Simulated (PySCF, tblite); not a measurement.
# CH12OSi5: geometry, infrared bands and NMR shifts

What infrared bands and NMR shifts should CH12OSi5 (`C[SiH]1[SiH2][SiH2]O[SiH2][SiH2]1`) show?

Computed with tblite 0.8.0 and PySCF 2.14.0, with density-fitted response routines of our own, on a single molecule in the gas phase. Atoms count from 0, in the outputs and in this text.

### Step 1. Starting geometry

19 atoms, charge 0, multiplicity 1; geometry from: force field or distance geometry start.

Bonds of the start (Å): C0–Si1 1.89, Si1–Si2 2.23, Si2–Si3 2.24, Si3–O4 1.71, O4–Si5 1.69, Si5–Si6 2.20, Si6–Si1 2.22, C0–H7 1.12, C0–H8 1.11, C0–H9 1.10, Si1–H10 1.45, Si2–H11 1.47, Si2–H12 1.45, Si3–H13 1.46, Si3–H14 1.49, Si5–H15 1.46, Si5–H16 1.49, Si6–H17 1.48, Si6–H18 1.47.

### Step 2. Geometry optimisation with GFN2-xTB

The job: settings as JSON, then the geometry in Å.

```
{"job": {"kind": "relax", "xc": "GFN2-xTB", "basis": "xTB"}, "charge": 0, "multiplicity": 1}
C      2.509600    -0.608000     0.308000
Si     1.188400    -0.068200    -0.933700
Si    -0.347800    -1.680600    -1.104000
Si    -1.772600    -1.189100     0.557300
O     -2.641800     0.177300     0.012700
Si    -1.837900     1.574700     0.517000
Si     0.266200     1.767700    -0.100900
H      2.040900    -0.906900     1.281900
H      3.151600     0.269300     0.529900
H      3.107700    -1.416700    -0.129800
H      1.828900     0.208900    -2.204900
H     -1.114200    -1.480100    -2.346500
H      0.196700    -3.015700    -1.008600
H     -2.624900    -2.316700     0.921000
H     -0.966700    -0.685800     1.699500
H     -2.587900     2.735000     0.036200
H     -1.896600     1.607000     2.000600
H      1.032400     2.225600     1.081600
H      0.458400     2.811600    -1.124700
```

On the command line:

```sh
$ OMP_NUM_THREADS=1 python probes_run.py task.json out
```

The driver reads the jobs from task.json and runs them one after another.

**Question.** This job is followed by: GFN2-xTB harmonic vibrations, gas phase; GIAO PBE0/pcSseg-1 NMR shielding, non-relativistic, gas phase. What will the session give for the following? strongest single infrared mode (GFN2-xTB); zero-point energy (GFN2-xTB); 13C shifts against TMS (PBE0/pcSseg-1); 1H shifts against TMS (PBE0/pcSseg-1, means over atoms taken as alike); 29Si shifts against TMS (PBE0/pcSseg-1, means over atoms taken as alike); 17O shifts against H2O (PBE0/pcSseg-1).

As calculated:

```
                                                                quantity                                   value
                               strongest single infrared mode (GFN2-xTB)                  2179 cm⁻¹, 1048 km/mol
                                            zero-point energy (GFN2-xTB)                           72.0 kcal/mol
                                  13C shifts against TMS (PBE0/pcSseg-1)                                -4.3 ppm
  1H shifts against TMS (PBE0/pcSseg-1, means over atoms taken as alike)  5.75, 5.74, 4.48, 3.50, 3.11, 0.49 ppm
29Si shifts against TMS (PBE0/pcSseg-1, means over atoms taken as alike)                -26.3, -83.7, -132.5 ppm
                                  17O shifts against H2O (PBE0/pcSseg-1)                                -2.3 ppm
```

**Reading.** Over 183 steps the energy fell by 1.318 eV; of the close pairs, Si1–Si6 changed most, 2.217 to 2.347 Å. No mode is imaginary among the 51: a minimum at this level. The strongest single mode, at 2179 cm⁻¹, moves mainly H14 and H16. GFN2-xTB is a fitted tight-binding method: band positions and strengths are rough. Its intensities can rank the bands wrongly. At PBE0/pcSseg-1: The widest tensor belongs to O4: span 208 ppm, with a paramagnetic part of -64 ppm.
